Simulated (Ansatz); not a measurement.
I need vertical energies of changing the electron count of CaSb. Use the Python package of Ansatz (0.2.0). Settings (for the species named): PBE0, def2-SVPD basis, multiplicity 2.

The script reads `casb.xyz`:
```text
2

Ca    0.00000    0.00000    0.00000
Sb    0.00000    0.00000    2.95500
```

The script, `run_ip.py`:
```python
import ansatz as az


def energy_of(molecule, charge=0, unpaired=0):
    calc = (
        molecule.calculation()
        .basis(gaussian="def2-SVPD")
        .functional("pbe0")
    )
    if charge:
        calc = calc.charge(charge)
    if unpaired:
        calc = calc.spin("collinear", total=unpaired)
    report = calc.run(threads=1, pin="off").report
    if report["published_state_doubts"]:
        print("  doubts:", report["published_state_doubts"])
    return report["free_energy_ev"]


def main() -> None:
    mol = az.Crystal.molecule_from_extxyz("casb.xyz")

    parent = energy_of(mol, 0, 1)
    cation = energy_of(mol, 1, 0)
    print(f"E(N)   = {parent:.5f} eV")
    print(f"E(N-1) = {cation:.5f} eV  (0 unpaired)")
    print(f"vertical ionisation energy {cation - parent:.3f} eV")
    anion = energy_of(mol, -1, 0)
    print(f"E(N+1) = {anion:.5f} eV  (0 unpaired)")
    print(f"vertical electron affinity {parent - anion:.3f} eV" + ("" if anion < parent else " (unbound in this basis)"))
    print(f"fundamental gap IP - EA = {cation + anion - 2 * parent:.3f} eV")


if __name__ == "__main__":
    main()
```

```console
$ python run_ip.py
E(N)   = -24967.67054 eV
E(N-1) = -24961.03633 eV  (0 unpaired)
vertical ionisation energy 6.634 eV
E(N+1) = -24968.58124 eV  (0 unpaired)
vertical electron affinity 0.911 eV
fundamental gap IP - EA = 5.724 eV
```

At this unrelaxed geometry removing an electron costs 6.63 eV and adding one releases 0.91 eV.

What to keep in mind:
- Total energies depend on the basis set; only differences at equal settings carry meaning.
- The geometry is a force-field or estimated start, not a minimum of this method, and the basis set is short of its limit. All parts are taken at fixed geometry, without zero-point energy. At an unrelaxed start these energies can be a whole eV from those at the minimum, and a small affinity can change sign.
- def2 sets replace the cores of elements past krypton by effective core potentials.
- The species is open-shell (spin multiplicity 2).
- The expectation value of S² is noticeably off S(S+1) in at least one run, so that state is spin-contaminated.
- Only the spin states typed were run; another state of an ion can lie lower, by up to an eV or two.
- The spin state was assumed, and another may lie lower.
- Timing: 47 s on 1 thread of Arm Neoverse V1 (shared host), peak memory 0.25 GiB.
